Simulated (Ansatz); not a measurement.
# CH5AlOSi: a ladder of functionals and wavefunction methods

One table from this session's results is given with a row withheld; the runs are named, their logs left out.

Computed with Ansatz 0.2.0, Gaussian basis. Level: functionals in def2-TZVPP, the program's frozen cores in correlated methods.

The runs, in order: LDA (SPW92), PBE-D4, revPBE-D4, BLYP-D4, r2SCAN-D4, B97M-V, PBE0-D4, B3LYP-D4, r2SCANh-D4, r2SCAN0-D4, HSE06-D4, BHLYP-D4, CAM-B3LYP-D4, LC-ωPBE, ωB97X-V, ωB97M-V, B2PLYP, PBE-QIDH; CCSD(T)/def2-SVP; CCSD(T)/def2-TZVPP; MP2/def2-QZVPP; extrapolation to the limit; RPA on PBE.

**The relaxed structure**

An earlier PBE0-D4 in a triple-zeta def2 set relaxation fixed the geometry.

9 atoms, charge 0, spin multiplicity 1.

Atoms are counted from 1 here; the program's logs count them from 0.

Bond lengths: O1–C2 1.549 Å, O1–Al3 1.958 Å, O1–H5 0.965 Å, C2–Al3 1.958 Å, C2–Si4 1.889 Å, C2–H6 1.085 Å, Al3–Si4 2.327 Å, Al3–H7 1.579 Å, Si4–H8 1.495 Å, Si4–H9 1.488 Å. Angles: C2–O1–Al3 66.7°, C2–O1–H5 106.9°, Al3–O1–H5 111.7°, O1–C2–Al3 66.7°, O1–C2–Si4 103.7°, O1–C2–H6 109.7°, Al3–C2–Si4 74.4°, Al3–C2–H6 152.1°, Si4–C2–H6 131.2°, O1–Al3–C2 46.6°, O1–Al3–Si4 78.0°, O1–Al3–H7 115.1°, C2–Al3–Si4 51.4°, C2–Al3–H7 137.9°, Si4–Al3–H7 166.9°, C2–Si4–Al3 54.2°, C2–Si4–H8 122.3°, C2–Si4–H9 105.1° and more.

The first run:

The input, in.yaml:

```yaml
crystal:
  periodic: [false, false, false]
  atoms:
    - {symbol: O, position_ang: [-0.122515, 0.339438, -1.396983]}
    - {symbol: C, position_ang: [-0.383338, 0.664905, 0.094657]}
    - {symbol: Al, position_ang: [1.347482, -0.195542, -0.219100]}
    - {symbol: Si, position_ang: [-0.507159, -1.035816, 0.907460]}
    - {symbol: H, position_ang: [0.061043, 1.177178, -1.839164]}
    - {symbol: H, position_ang: [-1.018341, 1.540831, 0.171568]}
    - {symbol: H, position_ang: [2.788329, 0.217447, -0.714521]}
    - {symbol: H, position_ang: [-1.623485, -1.984861, 0.608834]}
    - {symbol: H, position_ang: [-0.453516, -0.769880, 2.370149]}
basis:
  gaussian: {orbitals: def2-TZVPP}
hamiltonian: {xc: lda}
output: {orbitals: {seedname: orbitals}}
```

Command:

```
ansatz run in.yaml --threads 2 --pin off --events-out ev --progress --plain --max-ram 4352MiB
```

Among the steps run: LDA; PBE-D4 (GGA); revPBE-D4 (GGA); BLYP-D4 (GGA); r2SCAN-D4 (meta-GGA); B97M-V (meta-GGA); PBE0-D4 (hybrid); B3LYP-D4 (hybrid); r2SCANh-D4 (hybrid); r2SCAN0-D4 (hybrid); HSE06-D4 (hybrid); BHLYP-D4 (hybrid); CAM-B3LYP-D4 (range-separated); LC-ωPBE (range-separated); ωB97X-V (range-separated); ωB97M-V (range-separated); B2PLYP (double hybrid); PBE-QIDH (double hybrid).

One of the session's tables, all rows but one given; the rest of the session is left out.

It belongs to the step «Orbital energies across the functionals». 

| functional | HOMO (eV) | gap (eV) |
| --- | --- | --- |
| LDA (SPW92) | -5.05 | 3.26 |
| PBE-D4 | -4.94 | 3.33 |
| revPBE-D4 | -4.89 | 3.37 |
| BLYP-D4 | -4.79 | 3.31 |
| r2SCAN-D4 | -5.11 | 3.83 |
| B97M-V | -5.20 | 3.74 |
| PBE0-D4 | -5.98 | 5.19 |
| B3LYP-D4 | -5.79 | 4.80 |
| r2SCANh-D4 | -5.51 | 4.50 |
| r2SCAN0-D4 | -6.10 | 5.49 |
| HSE06-D4 | -5.59 | 4.43 |
| BHLYP-D4 | -6.91 | 6.93 |
| CAM-B3LYP-D4 | -7.22 | 7.38 |
| LC-ωPBE | -8.48 | 9.72 |
| ωB97X-V | ? | ? |
| ωB97M-V | -8.02 | 8.82 |

Estimate the missing values for ωB97X-V.

As computed: HOMO (eV): -8.18; gap (eV): 9.30. In the column «HOMO (eV)» it lies between LC-ωPBE (-8.48) and ωB97M-V (-8.02).
